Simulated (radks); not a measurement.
**I⁵⁰⁺ in [He] 2s1: an all-electron calculation**

Aim: the levels, the sizes of the orbitals and the parts of the energy of the iodine ion I50+.

Method: scalar-relativistic Kohn-Sham, BLYP, spin-polarised, spherical densities, point nucleus; open shells are filled with parallel spins first. Code: radks (a radial shooting solver on a logarithmic mesh, Libxc functionals) version 1.

**1. Starting point**

* element: iodine (Z = 53)
* charge: +50
* electrons: 3
* configuration: [He] 2s1

The outer shells:

I⁵⁰⁺
```
[He] core
2s [↑ ]
```

**2. The calculation**

The run's settings:

```text
Z 53
configuration [He] 2s1
relativity scalar-relativistic
functional b88,lyp
spin polarised
nucleus point
c 137.035999084
```

Q: Predict the outcome of this run.

The runs gave:

| quantity | value |
| --- | --- |
| total energy | -3234.50406 hartree |
| exchange-correlation share of it | 1.25 % |
| −T/E | 1.0813 |
| highest occupied level | 2s up, -9352.4 eV |
| most extended occupied level | 2s up, <r> = 0.110 bohr |
| radius at density 0.001 e/bohr³ | 0.374 bohr |
| maxima of the radial density | 2 |
| ionisation energy, NIST | 9421.1 (theory) eV |

What this shows: The radial density shows 2 maxima for 2 occupied principal shells. −T/E is 1.081: with relativity the kinetic term as defined here no longer equals −E. The top level binds by 9352.4 eV, 99 % of the NIST ionisation energy of 9421.1 eV. Nuclear size, the Breit interaction and QED, all absent here, shift the 1s and 2s values of heavy ions.
